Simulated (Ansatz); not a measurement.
I need a short molecular-dynamics run of CH4Te, SMILES C[TeH]. Use the Ansatz DFT code, driven from Python. Level of theory (for the species named): PBE, def2-SVP basis, multiplicity 1.

Input file `ch4te.xyz`:
```text
6

C    -0.19610   -0.35550   -0.45630
Te    0.29940   -0.16240    1.59630
H    -1.00480    0.49070   -0.73100
H    -0.63140   -1.29110   -0.66050
H     0.66240   -0.20420   -1.11740
H     0.91240    1.45850    1.32280
```

Script `ch4te.py`:
```python
# -*- coding: utf-8 -*-
"""Molecular dynamics of one CH4Te molecule."""

from dataclasses import dataclass

import ansatz as az
import numpy as np


@dataclass
class Settings:
    basis_set: str = "def2-SVP"
    functional: str = "pbe"
    n_steps: int = 30
    temperature_k: int = 800


settings = Settings()


def main():
    ch4te = az.Crystal.molecule_from_extxyz("ch4te.xyz")

    base = (
        ch4te.calculation()
        .basis(gaussian=settings.basis_set)
        .functional(settings.functional)
        .scf(lower_state_search="light")
    )
    symbols = [site.symbol for site in ch4te.cartesian_sites]
    start = np.array([site.position_ang for site in ch4te.cartesian_sites], dtype=float)
    summary = base.relax(force_tolerance=0.02, max_steps=100).run(threads=1).report
    end = np.array(summary["positions_ang"])
    minimum = az.Crystal.molecule()
    for symbol, place in zip(symbols, end):
        minimum = minimum.atom(symbol, place.tolist())

    # dynamics from the relaxed geometry
    base = (
        minimum.calculation()
        .basis(gaussian=settings.basis_set)
        .functional(settings.functional)
        .scf(lower_state_search="light")
        .md("nvt_langevin", timestep=0.5, steps=settings.n_steps, temperature=settings.temperature_k, initial_velocities="maxwell_boltzmann", seed=24, friction=0.01)
    )
    frames = []
    outcome = base.session().plan().execute(on_event=lambda e: frames.append(e["data"]) if e["event"] == "md_step" else None)
    print("t (fs)   E_pot (eV)      E_kin (eV)   T (K)   d(0-1) (A)")
    for f in frames[::1]:
        xyz = np.array(f["positions_ang"])
        print(f"{f['time_fs']:6.2f} {f['lagrangian_ev']:14.5f} {f['e_kin_ev']:10.5f} {f['temperature_k']:8.1f} {np.linalg.norm(xyz[0] - xyz[1]):9.4f}")
    print("mean temperature", round(float(np.mean([f["temperature_k"] for f in frames])), 1), "K")


if __name__ == "__main__":
    main()
```

```console
$ python ch4te.py
t (fs)   E_pot (eV)      E_kin (eV)   T (K)   d(0-1) (A)
  0.00    -8392.31067    0.51704    666.7    2.1816
  0.50    -8392.29490    0.42872    552.8    2.1826
  1.00    -8392.25570    0.40029    516.1    2.1842
  1.50    -8392.20525    0.37142    478.9    2.1863
  2.00    -8392.15694    0.34074    439.4    2.1882
  2.50    -8392.12107    0.30457    392.7    2.1900
  3.00    -8392.10568    0.30958    399.2    2.1924
  3.50    -8392.11277    0.32760    422.4    2.1951
  4.00    -8392.13554    0.35249    454.5    2.1979
  4.50    -8392.16213    0.40490    522.1    2.2012
  5.00    -8392.17902    0.38737    499.5    2.2045
  5.50    -8392.18255    0.40628    523.8    2.2078
  6.00    -8392.17404    0.37495    483.5    2.2113
  6.50    -8392.15684    0.36434    469.8    2.2147
  7.00    -8392.13658    0.32935    424.7    2.2185
  7.50    -8392.11598    0.34771    448.3    2.2226
  8.00    -8392.09966    0.36758    474.0    2.2265
  8.50    -8392.09677    0.36261    467.5    2.2305
  9.00    -8392.10851    0.39308    506.8    2.2344
  9.50    -8392.12445    0.42231    544.5    2.2381
 10.00    -8392.13411    0.47639    614.3    2.2420
 10.50    -8392.13255    0.49045    632.4    2.2461
 11.00    -8392.11681    0.43371    559.2    2.2499
 11.50    -8392.08710    0.41418    534.0    2.2535
 12.00    -8392.04794    0.38724    499.3    2.2574
 12.50    -8392.01151    0.35996    464.1    2.2614
 13.00    -8391.98819    0.37599    484.8    2.2653
 13.50    -8391.98378    0.45809    590.7    2.2691
 14.00    -8392.00485    0.47760    615.8    2.2726
 14.50    -8392.04955    0.54146    698.2    2.2755
 15.00    -8392.10455    0.60442    779.3    2.2776
mean temperature 521.3 K
```

Notes:
- The settings weren't tested for convergence.
- The trajectory is only some femtoseconds long, so its temperature is not equilibrated; where the script doesn't relax first, it starts from a rough generated geometry.
- def2 sets replace the cores of elements past krypton by effective core potentials.
- The printed temperature counts all 3N degrees of freedom under Langevin dynamics, so the first row lies under the target.
- Hardware and time: 45 s on 1 thread of Arm Neoverse V2, with other jobs on the host, peak memory 0.18 GiB.

(A comment or docstring line of the script was reworded after the run, the code is as it ran; lines on the test bed's own set-up are left out of the output.)
